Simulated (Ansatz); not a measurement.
# GeHBr2+ (singlet): from Hartree-Fock to the top rungs, cc-pVDZ

Aim: climb from Hartree-Fock through coupled cluster and multireference methods for GeHBr2+ (singlet) at one geometry and basis, and see what each rung misses.

Program: Ansatz 0.2.0, Gaussian basis. Level of theory: cc-pVDZ, core rule «outside noble gas», up to 42 orbitals frozen. These are calculated values, not measurements.

The runs, in order: UHF; CCSD(T) on RHF; BCCD(T) on RHF; CISD; CCSDT(Q) on RHF; CASSCF and NEVPT2, 18 electrons in 13 orbitals.

9 further runs of the same task are left out: 5 that didn't finish, 4 set aside as unsound or not needed. Runs told in other sessions of the task aren't counted.

### 1 The geometry

The geometry is a PBE0/def2-TZVP stationary point (not a proven minimum) of the parent state, kept for this charge and spin. No spin-orbit coupling is included. The filled d shell of Ge, Br may be among the frozen orbitals whatever the setting's name suggests.

4 atoms, charge 1, spin multiplicity 1.

Atoms are counted from 1 here; the program's logs count them from 0.

Bond lengths: Ge1–Br2 2.309 Å, Ge1–Br3 2.309 Å, Ge1–H4 1.555 Å. Angles: Br2–Ge1–Br3 109.6°, Br2–Ge1–H4 107.2°, Br3–Ge1–H4 107.2°.

### 2 UHF

in.yaml reads:

```yaml
crystal:
  periodic: [false, false, false]
  atoms:
    - {symbol: Ge, position_ang: [-0.056814, -0.905541, 0.000000]}
    - {symbol: Br, position_ang: [0.018054, 0.422813, -1.886547]}
    - {symbol: Br, position_ang: [0.018054, 0.422813, 1.886547]}
    - {symbol: H, position_ang: [1.231984, -1.776227, 0.000000]}
basis:
  gaussian: {orbitals: cc-pVDZ}
total_charge: 1
magnetization: {spin_polarized: true, initial_magnetization: 0}
hamiltonian: {xc: hf}
output: {orbitals: {seedname: orbitals}}
```

Command:

```bash
$ ansatz run in.yaml --threads 1 --pin off --events-out ev --progress --plain --max-ram 2560MiB --backend cpu
```

The runs that follow: CCSD(T) on RHF; BCCD(T) on RHF; CISD; CCSDT(Q) on RHF; CASSCF and NEVPT2, 18 electrons in 13 orbitals.

Q: Predict the results of all the runs planned. Wanted: RCCSDT(Q) from the RHF energy; RMP2 from RCCSDT(Q); RCCSD from RCCSDT(Q); RCCSD(T) from RCCSDT(Q); NEVPT2 valence from RCCSDT(Q); T1 diagnostic; effectively unpaired electrons.

The runs gave:

| quantity | value |
| --- | --- |
| RCCSDT(Q) from the RHF energy | -9.6697 eV |
| RMP2 from RCCSDT(Q) | +121.6 kJ/mol |
| RCCSD from RCCSDT(Q) | +38.0 kJ/mol |
| RCCSD(T) from RCCSDT(Q) | +6.9 kJ/mol |
| NEVPT2 valence from RCCSDT(Q) | +151.5 kJ/mol |
| levels within 1 kcal/mol (43 meV) | RCCSDT |
| T1 diagnostic | 0.026 |
| effectively unpaired electrons | 0.07 |

What this shows: RCCSD(T) misses by +6.9 kJ/mol, 0.7 % of the correlation energy. One determinant dominates. These misses are within one basis, not against nature.
